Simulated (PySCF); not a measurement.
# C2H13GeNSi2: electronic excitations

What electronic excitations should C2H13GeNSi2 (`C[SiH](C)[SiH2][GeH2][NH2]`) show?

The runs use PySCF 2.14.0, with density-fitted response routines of our own; the level of theory stands in each step. All values are computed, except where a source is named. Atoms are numbered from 0 throughout.

## (1) The starting structure

19 atoms, charge 0, multiplicity 1; geometry from: GFN2-xTB.

Bonds of the start (Å): C0–Si1 1.91, Si1–C2 1.91, Si1–Si3 2.33, Si3–Ge4 2.36, Ge4–N5 1.83, C0–H6 1.09, C0–H7 1.09, C0–H8 1.09, Si1–H9 1.48, C2–H10 1.09, C2–H11 1.09, C2–H12 1.09, Si3–H13 1.47, Si3–H14 1.47, Ge4–H15 1.52, Ge4–H16 1.52, N5–H17 1.01, N5–H18 1.01.

## (2) Excited states and response: CAM-B3LYP/def2-SVPD

What the job is given:

```
{"job": {"kind": "uv", "xc": "CAM-B3LYP", "basis": "def2-SVPD", "nstates": 8, "ntriplets": 3}, "charge": 0, "multiplicity": 1}
C     -1.903945     1.459561     0.873015
Si    -1.525230    -0.405868     0.794489
C     -2.152213    -1.055975    -0.882824
Si     0.770635    -0.739987     0.948527
Ge     1.940788     0.361787    -0.786129
N      3.764827     0.229240    -0.855175
H     -1.598763     1.885456     1.824311
H     -1.371621     1.994269     0.089621
H     -2.963362     1.665383     0.748084
H     -2.288319    -1.076851     1.864323
H     -1.993417    -2.126317    -0.975881
H     -1.625721    -0.574331    -1.703716
H     -3.213774    -0.869935    -1.020153
H      1.338305    -0.275082     2.225952
H      1.152642    -2.162061     0.903530
H      1.739874     1.864329    -0.822079
H      1.547604    -0.075818    -2.183714
H      4.251805     0.619562    -0.059166
H      4.120083    -0.708111    -0.990476
```

With the program's defaults for keys left out, this is: TDDFT CAM-B3LYP/def2-SVPD, vertical, gas phase, core orbitals frozen in the response.

On the command line:

```console
OMP_NUM_THREADS=1 python probes_run.py task.json out
```

This one command runs all jobs of the session in turn.

What will the session give for the following? lowest singlet (CAM-B3LYP/def2-SVPD); brightest single state of those computed; lowest triplet. Wanted: lowest singlet; brightest single state of those computed; lowest triplet.

The runs gave:

| quantity | value |
| --- | --- |
| lowest singlet (CAM-B3LYP/def2-SVPD) | 5.58 eV (222 nm), f = 0.105 |
| brightest single state of those computed | state 2, 6.35 eV, f = 0.149 |
| lowest triplet | 5.01 eV |

The lowest singlet, at 5.58 eV, is HOMO→LUMO 0.82, HOMO→LUMO+1 0.11 and is bright; of the 8 states computed, the strongest absorption comes from state 2 at 6.35 eV. The lowest triplet lies 0.57 eV below the lowest singlet (triplets in Tamm-Dancoff, singlets in full TDDFT).
